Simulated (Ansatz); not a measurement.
# CHGa₂ (doublet): the correlation ladder, cc-pVDZ

One table from this session's results is given with a row withheld; the runs are named, their logs left out.

Computed with Ansatz 0.2.0, Gaussian basis. Level: cc-pVDZ, core rule «outside noble gas», up to 29 orbitals frozen.

The runs, in order: UHF; CCSD(T) on ROHF; CCSD(T) on UHF; BCCD(T) on ROHF; CISD as a restricted active space (open shells left free, so some higher excitations enter); CCSDT(Q) on ROHF; CCSDT(Q) on UHF; CASSCF and MRCISD+Q, 9 electrons in 9 orbitals; CASSCF and NEVPT2, 9 electrons in 9 orbitals.

33 further runs of the same task are left out: 4 for a known fault of the program, 12 that didn't finish, 17 set aside as unsound or not needed. Runs told in other sessions of the task aren't counted.

### The system

The geometry is a PBE0/def2-TZVP stationary point (not a proven minimum) of the parent state, kept for this charge and spin. No spin-orbit coupling is included. The filled d shell of Ga may be among the frozen orbitals whatever the setting's name suggests.

4 atoms, charge 0, spin multiplicity 2.

Atoms are counted from 1 here; the program's logs count them from 0.

Bond lengths: Ga1–C2 2.021 Å, C2–Ga3 2.001 Å, Ga3–H4 1.615 Å. Angles: Ga1–C2–Ga3 175.9°, C2–Ga3–H4 115.6°.

Set-up of the first run:

Input file in.yaml:

```yaml
crystal:
  periodic: [false, false, false]
  atoms:
    - {symbol: Ga, position_ang: [-0.000039, -0.311616, 2.680606]}
    - {symbol: C, position_ang: [0.000076, -0.414160, 0.662323]}
    - {symbol: Ga, position_ang: [-0.000040, -0.372809, -1.338163]}
    - {symbol: H, position_ang: [0.000002, 1.098586, -2.004765]}
basis:
  gaussian: {orbitals: cc-pVDZ}
magnetization: {spin_polarized: true, initial_magnetization: 1}
hamiltonian: {xc: hf}
output: {orbitals: {seedname: orbitals}}
```

Started as:

```
$ ansatz run in.yaml --threads 1 --pin off --events-out ev --progress --plain --max-ram 2393MiB
```

Steps of the session up to this table: UHF; CCSD(T) on ROHF; CCSD(T) on UHF; BCCD(T) on ROHF; CISD as a restricted active space (open shells left free, so some higher excitations enter); CCSDT(Q) on ROHF; CCSDT(Q) on UHF; CASSCF and MRCISD+Q, 9 electrons in 9 orbitals; CASSCF and NEVPT2, 9 electrons in 9 orbitals.

One table of the session follows, with a row left open; its other results are not shown here.

| method | from RCCSDT(Q) (kcal/mol) |
| --- | --- |
| ROHF | +175.98 |
| UHF | +142.12 |
| RMP2 | +38.05 |
| UMP2 | +36.20 |
| RCCSD | +11.74 |
| UCCSD | +9.05 |
| RCCSD(T) | +2.42 |
| UCCSD(T) | ? |
| BCCD(T) | +3.40 |
| RCCSDT | +1.21 |
| UCCSDT | +1.14 |
| RCCSDT(Q) | 0 |
| UCCSDT(Q) | +0.16 |
| CASSCF frontier | +107.16 |
| NEVPT2 frontier | +31.19 |
| MRCISD frontier | +11.68 |
| MRCISD+Q frontier | +1.25 |

Q: Estimate the row for UCCSD(T) from the others.

**Answer.** from RCCSDT(Q) (kcal/mol): +3.90. In the column «from RCCSDT(Q) (kcal/mol)» it lies between BCCD(T) (+3.40) and UCCSD (+9.05).

Not comparable, so not listed: CISD as a restricted active space (open shells left free, so some higher excitations enter) (they don't share determinant, frozen orbitals or solution with the rows shown, or repeat one).

To keep in mind: The determinant of HF (⟨S²⟩ 1.69) is far from a pure spin state, so its energy mixes those of several spin states; that is harmless only where they are near-degenerate. The determinant of CCSD(T) (⟨S²⟩ 1.69) is far from a pure spin state, so its energy mixes those of several spin states; high orders of coupled cluster remove much of that, low ones don't. The determinant of CCSDT(Q) (⟨S²⟩ 1.69) is far from a pure spin state, so its energy mixes those of several spin states; high orders of coupled cluster remove much of that, low ones don't. Warnings: spin contamination; large T1 diagnostic. Restricted and unrestricted rows rest on different reference determinants; a gap between their highest levels can come from leftover correlation error, from unlike frozen cores or from another state.
